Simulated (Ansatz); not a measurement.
The system is AlW3C4.

```
W Al C
1.0
     2.83236    0.00000    0.00000
     0.00000    2.94741    0.00000
     0.00000    0.00000   10.13795
W Al C
3 1 4
Direct
  0.00000 0.50000 0.50165
  0.00000 0.00000 0.25135
  0.00000 0.50000 0.00188
  0.00000 0.00000 0.73890
  0.50000 0.00000 0.92552
  0.50000 0.50000 0.66169
  0.50000 0.00000 0.41767
  0.50000 0.50000 0.16804
```

The cell comes from a database or a generator and needn't be the stable form of this composition.

Base run:

| Item | Value |
| --- | --- |
| Program | Ansatz 0.2.0 |
| Functional | LDA |
| Potentials or basis | Ansatz PAW |
| Cutoff | 420 eV (not typed: the program's choice for these potentials) |
| k mesh | 9 × 9 × 3 |
| Occupations | gaussian, width 0.1 eV |
| Spin | no spin polarisation |

Its results: band gap on the k mesh none (metal or under the smearing width); pressure -14.8 GPa; largest force 0.428 eV/Å.

Task: The run is repeated on the same cell with these changes: functional from LDA to RPBE; occupations from gaussian, width 0.1 eV to gaussian, width 0.05 eV. What comes out?

Result: Band gap on the k mesh none (metal or under the smearing width); pressure 2.1 GPa; largest force 0.088 eV/Å.

Caveats: the PAW data sets come from PBE, with cores solved anew for the run's functional, which leaves a small shift of forces and pressure; spin-orbit coupling is left out, which moves the levels of the heavy elements (some runs).
